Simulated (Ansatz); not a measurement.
# C2H4BN: two geometries relaxed

Program: Ansatz 0.2.0. Level of theory: RKS PBE/def2-SVP. These are calculated values, not measurements.

## Step 1: The structure to begin with

Bond lengths: B1–C2 1.620 Å, C2–C3 1.329 Å, B1–N4 1.401 Å, C3–N4 1.452 Å, B1–H5 1.163 Å, C2–H6 1.072 Å, C3–H7 1.078 Å, N4–H8 1.003 Å. Angles: B1–C2–C3 85.4°, B1–C2–H6 144.6°, C3–C2–H6 130.0°, C2–B1–N4 87.4°, C2–B1–H5 141.5°, N4–B1–H5 131.1°, C2–C3–N4 97.6°, C2–C3–H7 137.4°, N4–C3–H7 125.0°, B1–N4–C3 89.6°, B1–N4–H8 143.4°, C3–N4–H8 127.0°.

Structure file:

```xyz
8

B    -0.9551    0.4412   -0.2615
C     0.4886    0.9276    0.2904
C     0.8243   -0.3567    0.2308
N    -0.4444   -0.8637   -0.2614
H    -2.0005    0.8525   -0.5626
H     1.0659    1.7766    0.5980
H     1.6929   -0.9606    0.4405
H    -0.6717   -1.8169   -0.4742
```

## Step 2: End point A

input.yaml

```yaml
crystal:
  periodic: [false, false, false]
  atoms:
    - { symbol: B, position_ang: [-0.95513, 0.44118, -0.26152] }
    - { symbol: C, position_ang: [0.48863, 0.92757, 0.2904] }
    - { symbol: C, position_ang: [0.82433, -0.35668, 0.23076] }
    - { symbol: "N", position_ang: [-0.44444, -0.86371, -0.26137] }
    - { symbol: H, position_ang: [-2.00053, 0.85254, -0.56257] }
    - { symbol: H, position_ang: [1.06593, 1.77657, 0.59797] }
    - { symbol: H, position_ang: [1.69286, -0.96057, 0.44051] }
    - { symbol: H, position_ang: [-0.67166, -1.8169, -0.47418] }
basis:
  gaussian: { orbitals: def2-SVP }
hamiltonian:
  xc: pbe
relax:
  f_tol: 0.02
  max_steps: 50
output:
  orbitals: {}
```

Started as:

```bash
> ansatz run input.yaml --threads 1 --pin off --max-ram 2048MiB --backend cpu --events-out ev --progress --plain --runs-dir out
```

**Question.** How long does this run take on 1 thread of AMD EPYC 9R45 (Zen 5), shared host, and how much memory does it need?

About 11 s, with a peak of 0.15 GiB.
